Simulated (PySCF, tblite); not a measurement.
# C4H11F3N2Si: geometry, infrared bands and NMR shifts

Aim: predict the infrared bands and NMR shifts of C4H11F3N2Si (`CC(C)(N[SiH2]N)C(F)(F)F`).

Computed with tblite 0.8.0 and PySCF 2.14.0, with density-fitted response routines of our own, on a single molecule in the gas phase. Atoms count from 0, in the outputs and in this text.

## (1) The molecule as given

21 atoms, charge 0, multiplicity 1; geometry from: force field or distance geometry start.

Bonds of the start (Å): C0–C1 1.52, C1–C2 1.50, C1–N3 1.44, N3–Si4 1.79, Si4–N5 1.80, C1–C6 1.52, C6–F7 1.38, C6–F8 1.39, C6–F9 1.40, C0–H10 1.10, C0–H11 1.11, C0–H12 1.11, C2–H13 1.12, C2–H14 1.11, C2–H15 1.11, N3–H16 1.04, Si4–H17 1.46, Si4–H18 1.46, N5–H19 1.05, N5–H20 1.04.

## (2) Optimising the geometry with GFN2-xTB

Job settings and geometry (Å):

```
{"job": {"kind": "relax", "xc": "GFN2-xTB", "basis": "xTB"}, "charge": 0, "multiplicity": 1}
C     -1.738400     0.665500    -1.163900
C     -0.753700     0.183100    -0.115100
C     -0.614900     1.216800     0.960500
N      0.475100    -0.071700    -0.820100
Si     1.809800    -0.668100     0.213400
N      3.174500     0.467300    -0.111400
C     -1.379200    -1.088200     0.440700
F     -1.543900    -2.018100    -0.564800
F     -0.585300    -1.661500     1.427600
F     -2.654700    -0.849200     0.965900
H     -1.447600     1.658400    -1.533600
H     -1.654000    -0.041500    -2.011400
H     -2.782500     0.646600    -0.783100
H     -1.459000     1.943800     0.906200
H     -0.656700     0.745900     1.968500
H      0.338500     1.781100     0.855700
H      0.275500    -0.778800    -1.554600
H      1.492800    -0.726800     1.634700
H      2.207000    -1.984200    -0.289200
H      3.925900     0.381200     0.613300
H      3.561900     0.215400    -1.039900
```

Launch:

```bash
$ OMP_NUM_THREADS=1 python probes_run.py task.json out
```

This one command runs all jobs of the session in turn.

**Question.** This job is followed by: GFN2-xTB harmonic vibrations, gas phase; GIAO PBE0/pcSseg-1 NMR shielding, non-relativistic, gas phase. What will the session give for the following? strongest single infrared mode (GFN2-xTB); zero-point energy (GFN2-xTB); 13C shifts against TMS (PBE0/pcSseg-1, means over atoms taken as alike); 1H shifts against TMS (PBE0/pcSseg-1, means over atoms taken as alike); 15N shifts against NH3 (PBE0/pcSseg-1); 29Si shifts against TMS (PBE0/pcSseg-1); 19F shifts against CFCl3 (PBE0/pcSseg-1, means over atoms taken as alike).

The runs gave:

```
                                                                 quantity                       value
                                strongest single infrared mode (GFN2-xTB)       2193 cm⁻¹, 424 km/mol
                                             zero-point energy (GFN2-xTB)               96.8 kcal/mol
  13C shifts against TMS (PBE0/pcSseg-1, means over atoms taken as alike)       138.6, 57.5, 26.9 ppm
   1H shifts against TMS (PBE0/pcSseg-1, means over atoms taken as alike)  5.06, 1.53, 1.04, 0.12 ppm
                                   15N shifts against NH3 (PBE0/pcSseg-1)              55.7, 25.6 ppm
                                  29Si shifts against TMS (PBE0/pcSseg-1)                   -39.6 ppm
19F shifts against CFCl3 (PBE0/pcSseg-1, means over atoms taken as alike)                  -102.8 ppm
```

In words: Relaxing lowered the energy by 0.858 eV in 154 steps; the close pair that moved most is Si4–N5, from 1.805 to 1.726 Å. No mode is imaginary among the 57: a minimum at this level. The strongest single mode, at 2193 cm⁻¹, moves mainly H18. Unscaled tight-binding wavenumbers are off by several per cent, some by more. Its intensities can rank the bands wrongly. At PBE0/pcSseg-1: The largest span, 155 ppm, is at F7, F8, F9, where the paramagnetic term is -201 ppm.
